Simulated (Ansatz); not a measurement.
# FGeH2I, SMILES [F][GeH2][I]: a single point from an input written key by key

Computed with Ansatz 0.2.0, Python API.

The script reads `fgeh2i.yaml`:
```yaml
crystal:
  periodic: [false, false, false]
  atoms:
    - { symbol: F, position_ang: [-0.2634, -0.8583, 1.5772] }
    - { symbol: Ge, position_ang: [0.1437, -0.1113, 0.0232] }
    - { symbol: I, position_ang: [-1.7398, 1.4197, -0.8077] }
    - { symbol: H, position_ang: [0.4555, -1.2272, -1.0151] }
    - { symbol: H, position_ang: [1.4538, 0.7036, 0.1811] }
basis:
  gaussian: { orbitals: def2-TZVP }
hamiltonian:
  xc: hf
output:
  forces: true
```

Notebook, run cell by cell (the value of a cell's last expression is shown):

**Cell 1**
```python
import ansatz as az
import numpy as np

session = az.Session.from_deck("fgeh2i.yaml")
rep = session.plan(threads=1).execute().report
```

**Cell 2**
```python
for key in ("converged", "free_energy_ev", "reference_energy_ev", "n_frozen", "n_occupied", "n_virtual"):
    print(f"{key:22s} {rep[key]}")
symbols = ["F", "Ge", "I", "H", "H"]
field = rep["mean_field"]
print("<S^2> =", round(abs(field["state"]["spin_squared"]), 4), " all-electron relativity setting:", field["relativity"])
print("passes:", field["passes"])
if "symmetry" in field:
    print("occupied orbitals by irrep:", field["symmetry"]["occupied"])
```
Output:
```text
converged              True
free_energy_ev         -67286.88408225155
reference_energy_ev    -67286.88408225155
n_frozen               0
n_occupied             [34, 34]
n_virtual              [107, 107]
<S^2> = 0.0  all-electron relativity setting: none
passes: {'evaluations': 15, 'products': 19}
occupied orbitals by irrep: [{'A': 34}, {'A': 34}]
```

**Cell 3**
```python
forces = np.array(rep["forces_ev_ang"])
print("largest force", round(float(np.linalg.norm(forces, axis=1).max()), 4), "eV/A, rms", round(float(np.sqrt((forces ** 2).mean())), 4))
charges = rep["charge_distribution"]
print("dipole moment", round(4.803205 * float(np.linalg.norm(charges["dipole_moment_e_ang"])), 3), "D")
print("Mulliken:", [(s, round(q, 3)) for s, q in zip(symbols, charges["mulliken_charges_e"])])
```
Output:
```text
largest force 2.0172 eV/A, rms 0.6557
dipole moment 2.039 D
Mulliken: [('F', -0.484), ('Ge', 0.732), ('I', -0.286), ('H', 0.02), ('H', 0.019)]
```

What to keep in mind:
- Total energies depend on the basis set; only differences at equal settings carry meaning.
- The geometry is a force-field or estimated start, not a minimum of this method, and the basis set is short of its limit.
- The whole script took 4.2 s on 1 thread of Arm Neoverse V1 (shared host), peak memory 0.37 GiB.

(Lines on the test bed's own set-up are left out of the output.)
